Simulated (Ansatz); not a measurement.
Nudged elastic band run: Mg32O31

Input file:

```yaml
crystal:
  lattice:
    - [8.8224, 0.0, 0.0]
    - [0.0, 8.8224, 0.0]
    - [0.0, 0.0, 8.8224]
  atoms:
    - { symbol: Mg, position: [0.49937186, 0.00020014, -0.00018787] }
    - { symbol: O, position: [0.74948911, 0.24962364, 0.24998206] }
    - { symbol: Mg, position: [0.74874945, 0.24949113, -0.00022586] }
    - { symbol: O, position: [-0.00061064, 0.49908652, 0.24934337] }
    - { symbol: Mg, position: [0.74925199, -0.00041501, 0.24970423] }
    - { symbol: O, position: [-0.00064909, 0.24953677, 0.49988408] }
    - { symbol: Mg, position: [-0.00073734, 0.00170911, -0.0002408] }
    - { symbol: O, position: [0.24930468, 0.2495828, 0.24985216] }
    - { symbol: Mg, position: [0.24996591, 0.24952868, -2.977e-05] }
    - { symbol: O, position: [0.49938964, 0.4995734, 0.2499447] }
    - { symbol: Mg, position: [0.49947558, 0.49884245, -0.0001811] }
    - { symbol: O, position: [0.74894998, 0.7495619, 0.24947236] }
    - { symbol: Mg, position: [0.74713226, 0.74949306, -0.00015553] }
    - { symbol: O, position: [-0.00064912, 0.00014453, 0.24931496] }
    - { symbol: Mg, position: [0.24942857, -0.00028702, 0.24976399] }
    - { symbol: O, position: [0.49946957, 0.24959532, 0.49996874] }
    - { symbol: Mg, position: [0.49951989, 0.24955296, 0.24914991] }
    - { symbol: O, position: [0.74890806, 0.49901212, 0.49988488] }
    - { symbol: Mg, position: [0.74941538, 0.49941535, 0.24978357] }
    - { symbol: Mg, position: [0.49945655, 0.00180922, 0.4998756] }
    - { symbol: O, position: [0.74940013, 0.24963671, 0.74990666] }
    - { symbol: Mg, position: [0.74724515, 0.2495652, 0.49988251] }
    - { symbol: O, position: [-0.00063141, 0.49911789, 0.75036978] }
    - { symbol: Mg, position: [0.7491924, -0.00044356, 0.74988188] }
    - { symbol: O, position: [-0.00067149, 0.24959954, -0.00010222] }
    - { symbol: Mg, position: [-0.00067124, 0.49725077, -0.00012302] }
    - { symbol: O, position: [0.24987641, 0.74959561, 0.24943713] }
    - { symbol: Mg, position: [0.25150421, 0.74951828, -5.63e-05] }
    - { symbol: O, position: [0.49947028, -0.00039331, 0.24996257] }
    - { symbol: Mg, position: [-0.00067558, 0.24948898, 0.24764261] }
    - { symbol: O, position: [0.24981546, 0.49900563, 0.49991471] }
    - { symbol: Mg, position: [0.24946158, 0.49937194, 0.24988081] }
    - { symbol: O, position: [0.49939776, 0.74960127, 0.49987578] }
    - { symbol: Mg, position: [0.4992331, 0.74951395, 0.24774209] }
    - { symbol: O, position: [0.74896834, 9.829e-05, 0.49993013] }
    - { symbol: Mg, position: [-0.00069379, 0.00854265, 0.49996037] }
    - { symbol: O, position: [0.24935511, 0.24962707, 0.74990767] }
    - { symbol: Mg, position: [0.25163772, 0.24942011, 0.49986906] }
    - { symbol: O, position: [0.49940202, 0.49965107, 0.74985288] }
    - { symbol: Mg, position: [0.49941743, 0.49728782, 0.49984945] }
    - { symbol: O, position: [0.74878932, 0.74963111, 0.75040949] }
    - { symbol: Mg, position: [0.740359, 0.74948631, 0.49980091] }
    - { symbol: O, position: [-0.0006646, 0.00019076, 0.75050341] }
    - { symbol: Mg, position: [0.24949498, -0.0003579, 0.7500674] }
    - { symbol: O, position: [0.49947444, 0.2496962, -7.88e-05] }
    - { symbol: Mg, position: [0.49943573, 0.24950233, 0.75050048] }
    - { symbol: O, position: [0.74950234, 0.49966553, -0.00010783] }
    - { symbol: Mg, position: [0.74930414, 0.49950219, 0.74986692] }
    - { symbol: O, position: [-0.00055156, 0.74969754, -0.00019999] }
    - { symbol: Mg, position: [-0.0005545, 0.74960188, 0.24087073] }
    - { symbol: O, position: [0.24994578, 0.00012934, 0.49990939] }
    - { symbol: Mg, position: [-0.00052584, 0.49043918, 0.49996919] }
    - { symbol: O, position: [0.25003879, 0.74966051, 0.75043964] }
    - { symbol: Mg, position: [0.25831476, 0.74958436, 0.5000059] }
    - { symbol: O, position: [0.49948878, -0.00038083, 0.74994593] }
    - { symbol: Mg, position: [-0.00066109, 0.24944489, 0.75213458] }
    - { symbol: O, position: [0.24941375, 0.49969079, -6.259e-05] }
    - { symbol: Mg, position: [0.24953624, 0.49943077, 0.75009627] }
    - { symbol: O, position: [0.49934601, 0.74960567, -6.254e-05] }
    - { symbol: Mg, position: [0.49937114, 0.74951873, 0.7521049] }
    - { symbol: O, position: [0.7494231, -0.00037032, -0.00010468] }
    - { symbol: Mg, position: [-0.00062702, 0.74948162, 0.7588049] }
    - { symbol: O, position: [0.24944991, -0.00031184, -9.62e-05] }
basis:
  ecutwfc: 420.0
kpoints:
  mp_grid: { grid: [1, 1, 1] }
hamiltonian:
  xc: pbe
  dispersion: d3bj
  pseudopotentials: { kind: paw, azcp: { folder: soft_1 } }
scf:
  occupations: { method: gaussian, width: 0.05 }
  lower_state_search: "off"
neb:
  images: 3
  f_tol: 0.05
  initial_path: linear
  max_iterations: 80
  optimiser: fire
  final_atoms:
    - { symbol: Mg, position: [0.50000552, 5.52e-06, -5.52e-06] }
    - { symbol: O, position: [0.75, 0.25, 0.25] }
    - { symbol: Mg, position: [0.75, 0.25, -0.00063227] }
    - { symbol: O, position: [-0.00059655, 0.49940345, 0.25] }
    - { symbol: Mg, position: [0.75, 0.00224704, 0.25] }
    - { symbol: O, position: [-5.738e-05, 0.25, 0.50005738] }
    - { symbol: Mg, position: [-5.52e-06, 5.52e-06, -5.52e-06] }
    - { symbol: O, position: [0.25, 0.25, 0.25] }
    - { symbol: Mg, position: [0.25, 0.25, -0.00224704] }
    - { symbol: O, position: [0.50059655, 0.49940345, 0.25] }
    - { symbol: Mg, position: [0.50000552, 0.49999448, -5.52e-06] }
    - { symbol: O, position: [0.75, 0.75, 0.25] }
    - { symbol: Mg, position: [0.75, 0.75, -0.00224704] }
    - { symbol: O, position: [-0.00059655, 0.00059655, 0.25] }
    - { symbol: Mg, position: [0.25, 0.0093865, 0.25] }
    - { symbol: O, position: [0.50005738, 0.25, 0.50005738] }
    - { symbol: Mg, position: [0.50224704, 0.25, 0.25] }
    - { symbol: O, position: [0.75, 0.49994262, 0.50005738] }
    - { symbol: Mg, position: [0.75, 0.49775296, 0.25] }
    - { symbol: Mg, position: [0.50000552, 5.52e-06, 0.50000552] }
    - { symbol: O, position: [0.75, 0.25, 0.75] }
    - { symbol: Mg, position: [0.75, 0.25, 0.50063227] }
    - { symbol: O, position: [-5.738e-05, 0.49994262, 0.75] }
    - { symbol: Mg, position: [0.75, 0.00063227, 0.75] }
    - { symbol: O, position: [-5.738e-05, 0.25, -5.738e-05] }
    - { symbol: Mg, position: [-5.52e-06, 0.49999448, -5.52e-06] }
    - { symbol: O, position: [-0.00059655, 0.75, 0.50059655] }
    - { symbol: Mg, position: [0.25, 0.75, -0.0093865] }
    - { symbol: O, position: [0.50059655, 0.00059655, 0.25] }
    - { symbol: Mg, position: [-0.00224704, 0.25, 0.25] }
    - { symbol: O, position: [0.25, 0.49940345, 0.50059655] }
    - { symbol: Mg, position: [0.25, 0.4906135, 0.25] }
    - { symbol: O, position: [0.50059655, 0.75, 0.50059655] }
    - { symbol: Mg, position: [0.5093865, 0.75, 0.25] }
    - { symbol: O, position: [0.75, 5.738e-05, 0.50005738] }
    - { symbol: Mg, position: [-5.52e-06, 5.52e-06, 0.50000552] }
    - { symbol: O, position: [0.25, 0.25, 0.75] }
    - { symbol: Mg, position: [0.25, 0.25, 0.50224704] }
    - { symbol: O, position: [0.50005738, 0.49994262, 0.75] }
    - { symbol: Mg, position: [0.50000552, 0.49999448, 0.50000552] }
    - { symbol: O, position: [0.75, 0.75, 0.75] }
    - { symbol: Mg, position: [0.75, 0.75, 0.50224704] }
    - { symbol: O, position: [-5.738e-05, 5.738e-05, 0.75] }
    - { symbol: Mg, position: [0.25, 0.00224704, 0.75] }
    - { symbol: O, position: [0.50005738, 0.25, -5.738e-05] }
    - { symbol: Mg, position: [0.50063227, 0.25, 0.75] }
    - { symbol: O, position: [0.75, 0.49994262, -5.738e-05] }
    - { symbol: Mg, position: [0.75, 0.49936773, 0.75] }
    - { symbol: O, position: [-0.00059655, 0.75, -0.00059655] }
    - { symbol: Mg, position: [-0.0093865, 0.75, 0.25] }
    - { symbol: O, position: [0.25, 0.00059655, 0.50059655] }
    - { symbol: Mg, position: [-5.52e-06, 0.49999448, 0.50000552] }
    - { symbol: O, position: [0.25, 0.75, 0.75] }
    - { symbol: Mg, position: [0.25, 0.75, 0.5093865] }
    - { symbol: O, position: [0.50005738, 5.738e-05, 0.75] }
    - { symbol: Mg, position: [-0.00063227, 0.25, 0.75] }
    - { symbol: O, position: [0.25, 0.49940345, -0.00059655] }
    - { symbol: Mg, position: [0.25, 0.49775296, 0.75] }
    - { symbol: O, position: [0.50059655, 0.75, -0.00059655] }
    - { symbol: Mg, position: [0.50224704, 0.75, 0.75] }
    - { symbol: O, position: [0.75, 5.738e-05, -5.738e-05] }
    - { symbol: Mg, position: [-0.00224704, 0.75, 0.75] }
    - { symbol: O, position: [0.25, 0.00059655, -0.00059655] }
  order_check: true
```

Run as:

```bash
$ ansatz run input.yaml --threads 4 --pin off --max-ram 10240MiB --backend cpu --events-out ev --progress --plain --runs-dir out
```

Output, in part (warnings, iteration lines):

```
NEB end point (image 0): max|allowed force component| = 1.939e-2 eV/Å (the criterion of neb.relax_end_points is 1.000e-2)
NEB end point (image 4): max|allowed force component| = 1.942e-2 eV/Å (the criterion of neb.relax_end_points is 1.000e-2)
NEB iter   1: max|band force component| = 5.369e0 eV/Å  barrier→ = 4.5423 eV  barrier← = 4.5419 eV  Δτ_max = 0.1092 Å  (45 SCF iters)
NEB iter   2: max|band force component| = 2.102e0 eV/Å  barrier→ = 3.3190 eV  barrier← = 3.3186 eV  Δτ_max = 0.1488 Å  (21 SCF iters)
NEB iter   3: max|band force component| = 7.527e-1 eV/Å  barrier→ = 2.9006 eV  barrier← = 2.9002 eV  Δτ_max = 0.0151 Å  (22 SCF iters)
NEB iter   4: max|band force component| = 4.382e-1 eV/Å  barrier→ = 2.7923 eV  barrier← = 2.7919 eV  CI = image 2  Δτ_max = 0.0233 Å  (18 SCF iters)
NEB iter   5: max|band force component| = 3.353e-1 eV/Å  barrier→ = 2.6704 eV  barrier← = 2.6700 eV  CI = image 2  Δτ_max = 0.0260 Å  (19 SCF iters)
NEB iter   6: max|band force component| = 5.626e-1 eV/Å  barrier→ = 2.6113 eV  barrier← = 2.6109 eV  CI = image 2  Δτ_max = 0.0270 Å  (19 SCF iters)
NEB iter   7: max|band force component| = 6.831e-1 eV/Å  barrier→ = 2.5891 eV  barrier← = 2.5887 eV  CI = image 2  Δτ_max = 0.0139 Å  (18 SCF iters)
NEB iter   8: max|band force component| = 4.153e-1 eV/Å  barrier→ = 2.5571 eV  barrier← = 2.5567 eV  CI = image 2  Δτ_max = 0.0221 Å  (18 SCF iters)
NEB iter   9: max|band force component| = 8.653e-2 eV/Å  barrier→ = 2.5338 eV  barrier← = 2.5334 eV  CI = image 2  Δτ_max = 0.0200 Å  (18 SCF iters)
NEB iter  10: max|band force component| = 3.582e-1 eV/Å  barrier→ = 2.5413 eV  barrier← = 2.5409 eV  CI = image 2  Δτ_max = 0.0018 Å  (18 SCF iters)
NEB iter  11: max|band force component| = 3.253e-1 eV/Å  barrier→ = 2.5387 eV  barrier← = 2.5383 eV  CI = image 2  Δτ_max = 0.0035 Å  (18 SCF iters)
NEB iter  12: max|band force component| = 2.622e-1 eV/Å  barrier→ = 2.5343 eV  barrier← = 2.5339 eV  CI = image 2  Δτ_max = 0.0048 Å  (18 SCF iters)
NEB iter  13: max|band force component| = 1.745e-1 eV/Å  barrier→ = 2.5297 eV  barrier← = 2.5293 eV  CI = image 2  Δτ_max = 0.0056 Å  (18 SCF iters)
NEB iter  14: max|band force component| = 7.075e-2 eV/Å  barrier→ = 2.5261 eV  barrier← = 2.5257 eV  CI = image 2  Δτ_max = 0.0057 Å  (18 SCF iters)
NEB iter  15: max|band force component| = 4.028e-2 eV/Å  barrier→ = 2.5247 eV  barrier← = 2.5243 eV  CI = image 2  Δτ_max = 0.0084 Å  (18 SCF iters)
NEB iter  16: max|band force component| = 5.948e-2 eV/Å  barrier→ = 2.5204 eV  barrier← = 2.5200 eV  CI = image 2  Δτ_max = 0.0094 Å  (6 SCF iters)
NEB iter  17: max|band force component| = 2.109e-2 eV/Å  barrier→ = 2.5198 eV  barrier← = 2.5194 eV  CI = image 2  CI's point: of higher order  Δτ_max = 0.2000 Å  (190 SCF iters)
NEB iter  18: max|band force component| = 2.408e-1 eV/Å  barrier→ = 2.5243 eV  barrier← = 2.5239 eV  CI = image 2  Δτ_max = 0.0053 Å  (21 SCF iters)
NEB iter  19: max|band force component| = 1.660e-1 eV/Å  barrier→ = 2.5189 eV  barrier← = 2.5185 eV  CI = image 2  Δτ_max = 0.0087 Å  (18 SCF iters)
NEB iter  20: max|band force component| = 1.073e-1 eV/Å  barrier→ = 2.5128 eV  barrier← = 2.5124 eV  CI = image 2  Δτ_max = 0.0090 Å  (18 SCF iters)
NEB iter  21: max|band force component| = 1.307e-1 eV/Å  barrier→ = 2.5092 eV  barrier← = 2.5088 eV  CI = image 2  Δτ_max = 0.0074 Å  (18 SCF iters)
NEB iter  22: max|band force component| = 1.472e-1 eV/Å  barrier→ = 2.5072 eV  barrier← = 2.5068 eV  CI = image 2  Δτ_max = 0.0007 Å  (18 SCF iters)
NEB iter  23: max|band force component| = 1.319e-1 eV/Å  barrier→ = 2.5068 eV  barrier← = 2.5064 eV  CI = image 2  Δτ_max = 0.0013 Å  (18 SCF iters)
NEB iter  24: max|band force component| = 1.032e-1 eV/Å  barrier→ = 2.5061 eV  barrier← = 2.5057 eV  CI = image 2  Δτ_max = 0.0018 Å  (18 SCF iters)
NEB iter  25: max|band force component| = 9.124e-2 eV/Å  barrier→ = 2.5053 eV  barrier← = 2.5049 eV  CI = image 2  Δτ_max = 0.0020 Å  (18 SCF iters)
NEB iter  26: max|band force component| = 7.951e-2 eV/Å  barrier→ = 2.5045 eV  barrier← = 2.5041 eV  CI = image 2  Δτ_max = 0.0020 Å  (18 SCF iters)
NEB iter  27: max|band force component| = 6.758e-2 eV/Å  barrier→ = 2.5039 eV  barrier← = 2.5035 eV  CI = image 2  Δτ_max = 0.0021 Å  (18 SCF iters)
NEB iter  28: max|band force component| = 5.710e-2 eV/Å  barrier→ = 2.5034 eV  barrier← = 2.5030 eV  CI = image 2  Δτ_max = 0.0025 Å  (18 SCF iters)
NEB iter  29: max|band force component| = 6.600e-2 eV/Å  barrier→ = 2.5029 eV  barrier← = 2.5025 eV  CI = image 2  Δτ_max = 0.0030 Å  (18 SCF iters)
NEB iter  30: max|band force component| = 6.636e-2 eV/Å  barrier→ = 2.5023 eV  barrier← = 2.5019 eV  CI = image 2  Δτ_max = 0.0034 Å  (18 SCF iters)
NEB iter  31: max|band force component| = 6.821e-2 eV/Å  barrier→ = 2.5015 eV  barrier← = 2.5011 eV  CI = image 2  Δτ_max = 0.0039 Å  (18 SCF iters)
NEB iter  32: max|band force component| = 5.724e-2 eV/Å  barrier→ = 2.5005 eV  barrier← = 2.5000 eV  CI = image 2  Δτ_max = 0.0047 Å  (18 SCF iters)
NEB iter  33: max|band force component| = 6.021e-2 eV/Å  barrier→ = 2.4993 eV  barrier← = 2.4989 eV  CI = image 2  Δτ_max = 0.0057 Å  (18 SCF iters)
NEB iter  34: max|band force component| = 6.940e-2 eV/Å  barrier→ = 2.4982 eV  barrier← = 2.4978 eV  CI = image 2  Δτ_max = 0.0073 Å  (18 SCF iters)
NEB iter  35: max|band force component| = 7.175e-2 eV/Å  barrier→ = 2.4971 eV  barrier← = 2.4967 eV  CI = image 2  Δτ_max = 0.0091 Å  (18 SCF iters)
NEB iter  36: max|band force component| = 6.166e-2 eV/Å  barrier→ = 2.4961 eV  barrier← = 2.4957 eV  CI = image 2  Δτ_max = 0.0110 Å  (18 SCF iters)
NEB iter  37: max|band force component| = 4.793e-2 eV/Å  barrier→ = 2.4951 eV  barrier← = 2.4946 eV  CI = image 2  Δτ_max = 0.0225 Å  (18 SCF iters)
NEB iter  38: max|band force component| = 1.054e-1 eV/Å  barrier→ = 2.4939 eV  barrier← = 2.4935 eV  CI = image 2  Δτ_max = 0.0112 Å  (6 SCF iters)
NEB iter  39: max|band force component| = 7.454e-2 eV/Å  barrier→ = 2.4931 eV  barrier← = 2.4927 eV  CI = image 2  Δτ_max = 0.0134 Å  (18 SCF iters)
NEB iter  40: max|band force component| = 2.597e-2 eV/Å  barrier→ = 2.4930 eV  barrier← = 2.4926 eV  CI = image 2  Δτ_max = 0.0000 Å  (285 SCF iters)
```

It converged. The band force fell under the threshold earlier too, but the program's further tests of the path sent the band on. Neighbouring images differ by up to 1.3 eV, so the band resolves the path poorly. By the program's own check the climbing image is a first-order saddle point (lowest curvatures found: -4.66 and 1.38 eV/Å²). Limits of this set-up: coarse k mesh, no spin, though dangling bonds at a vacancy may carry it.

Final band (atoms are numbered from 1 in the order of the input):

| image | path coordinate (Å) | energy (eV) | Mg15–O27 (Å) | O27–Mg28 (Å) | O27–Mg32 (Å) |
| --- | --- | --- | --- | --- | --- |
| 0 | 0.00 | 0.00 | 2.21 | 2.20 | 2.21 |
| 1 | 0.86 | 1.17 | 2.13 | 2.90 | 2.48 |
| 2 | 1.73 | 2.49 | 2.37 | 3.63 | 3.03 |
| 3 | 2.59 | 1.17 | 3.14 | 4.32 | 3.41 |
| 4 | 3.46 | 0.00 | 3.87 | 4.86 | 3.87 |

Time of the run: 14 min on 4 threads of Arm Neoverse V1 (shared host), peak memory 2.1 GiB.
